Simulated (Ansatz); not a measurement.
# TaH3: the cost of one run

Method: DFT PBE, scalar-relativistic, plane waves, PAW, in Ansatz 0.2.0.

## 1. The system as given

Symmetry: Im-3, No. 204, cubic system. The conventional cell has a = 8.336 Å, b = 8.336 Å, c = 8.336 Å, α = 90.00°, β = 90.00°, γ = 90.00°. Ta (site symmetry -3) has 6 H at 2.10 Å in its first shell of neighbours. H (site symmetry m) is surrounded by 2 Ta at 2.10 Å.

As a file:

```
Ta H
1.0
    -4.16801    4.16801    4.16801
     4.16801   -4.16801    4.16801
     4.16801    4.16801   -4.16801
Ta H
4 12
Direct
  0.50000 0.50000 0.50000
  0.00000 0.00000 0.50000
  0.00000 0.50000 0.00000
  0.50000 0.00000 0.00000
  0.50000 0.73056 0.76944
  0.76944 0.50000 0.73056
  0.73056 0.76944 0.50000
  0.03888 0.26944 0.76944
  0.23056 0.96112 0.73056
  0.26944 0.23056 0.50000
  0.96112 0.73056 0.23056
  0.23056 0.50000 0.26944
  0.26944 0.76944 0.03888
  0.50000 0.26944 0.23056
  0.76944 0.03888 0.26944
  0.73056 0.23056 0.96112
```

Recipe of the guess: perovskite family, tilts a+a+a+ (Im-3, No. 204). The dimensions are guesses.

## 2. The guess as it stands, on a coarse mesh

Input file input.yaml:

```yaml
crystal:
  lattice:
    - [-4.16801097, 4.16801097, 4.16801097]
    - [4.16801097, -4.16801097, 4.16801097]
    - [4.16801097, 4.16801097, -4.16801097]
  atoms:
    - { symbol: Ta, position: [0.5, 0.5, 0.5] }
    - { symbol: Ta, position: [0.0, 0.0, 0.5] }
    - { symbol: Ta, position: [0.0, 0.5, 0.0] }
    - { symbol: Ta, position: [0.5, 0.0, 0.0] }
    - { symbol: H, position: [0.5, 0.73056122, 0.76943878] }
    - { symbol: H, position: [0.76943878, 0.5, 0.73056122] }
    - { symbol: H, position: [0.73056122, 0.76943878, 0.5] }
    - { symbol: H, position: [0.03887755, 0.26943878, 0.76943878] }
    - { symbol: H, position: [0.23056122, 0.96112245, 0.73056122] }
    - { symbol: H, position: [0.26943878, 0.23056122, 0.5] }
    - { symbol: H, position: [0.96112245, 0.73056122, 0.23056122] }
    - { symbol: H, position: [0.23056122, 0.5, 0.26943878] }
    - { symbol: H, position: [0.26943878, 0.76943878, 0.03887755] }
    - { symbol: H, position: [0.5, 0.26943878, 0.23056122] }
    - { symbol: H, position: [0.76943878, 0.03887755, 0.26943878] }
    - { symbol: H, position: [0.73056122, 0.23056122, 0.96112245] }
basis:
  ecutwfc: 420
kpoints:
  mp_grid: { grid: [4, 4, 4] }
hamiltonian:
  xc: pbe
scf:
  occupations: { method: gaussian, width: 0.1 }
  lower_state_search: "off"
output:
  forces: true
  stress: true
  eigenvalues: true
```

Run with:

```
$ ansatz run input.yaml --threads 1 --pin off --max-ram 2560MiB --backend cpu --events-out ev --progress --plain --runs-dir out
```

**Question.** How long does this run take on 1 thread of Intel Xeon at 2.50GHz (Skylake/Cascade Lake), shared host, and how much memory does it need?

About 12 s, with a peak of 0.51 GiB.
